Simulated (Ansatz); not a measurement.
CHNOZn, SMILES C1=[N][Zn][O]1: an atomisation energy, run with the Python package of Ansatz (0.2.0).

Script `tae.py`:
```python
"""Energy to split CHNOZn into its atoms."""

from collections import Counter

import ansatz as az


def energy(molecule, charge=0, unpaired=0):
    calc = molecule.calculation().basis(gaussian="6-31G*").functional("R2SCAN0")
    if charge:
        calc = calc.charge(charge)
    if unpaired:
        calc = calc.spin("collinear", total=unpaired)
    report = calc.run().report
    if report["published_state_doubts"]:
        print("  doubts:", report["published_state_doubts"])
    return report["free_energy_ev"]

system = (
    az.Crystal.molecule()
    .atom("C", (-0.2355, 0.4961, -0.2253))
    .atom("N", (0.2785, 0.1667, 0.8604))
    .atom("Zn", (0.7418, -1.4743, 0.7097))
    .atom("O", (-0.004, -0.7128, -0.7746))
    .atom("H", (-0.731, 1.4507, -0.6115))
)

# unpaired electrons of the ground-state atoms
unpaired = {"C": 2, "N": 3, "Zn": 0, "O": 2, "H": 1}
counts = Counter(site.symbol for site in system.cartesian_sites)
atom_energy = {s: energy(az.Crystal.molecule().atom(s, (0, 0, 0)), 0, unpaired[s]) for s in counts}
whole = energy(system, 0, 0)
for s, e in atom_energy.items():
    print(f"{s:2s} x{counts[s]}  {e:14.5f} eV")
print(f"CHNOZn: {whole:.5f} eV")
split = sum(counts[s] * e for s, e in atom_energy.items()) - whole
print(f"atomisation energy (no zero-point term): {23.060548 * split:.1f} kcal/mol, {split / sum(counts.values()):.3f} eV an atom")
```

What does it cost to take this molecule apart into atoms?

325.2 kcal/mol from the electronic energies, without the zero-point term.

The run itself:

```console
$ python tae.py
C  x1     -1029.18038 eV
N  x1     -1484.73425 eV
Zn x1    -48408.52957 eV
O  x1     -2041.46916 eV
H  x1       -13.55743 eV
CHNOZn: -52991.57145 eV
atomisation energy (no zero-point term): 325.2 kcal/mol, 2.820 eV an atom
```

Caveats:
- Total energies depend on the basis set; only differences at equal settings carry meaning.
- The geometry is a force-field or estimated start, not a minimum of this method, and the basis set is short of its limit. All parts are taken at fixed geometry, without zero-point energy.
- Finished in 5.7 s on 1 thread of Intel(R) Xeon(R) Processor @ 2.30GHz (shared host), peak memory 0.27 GiB.
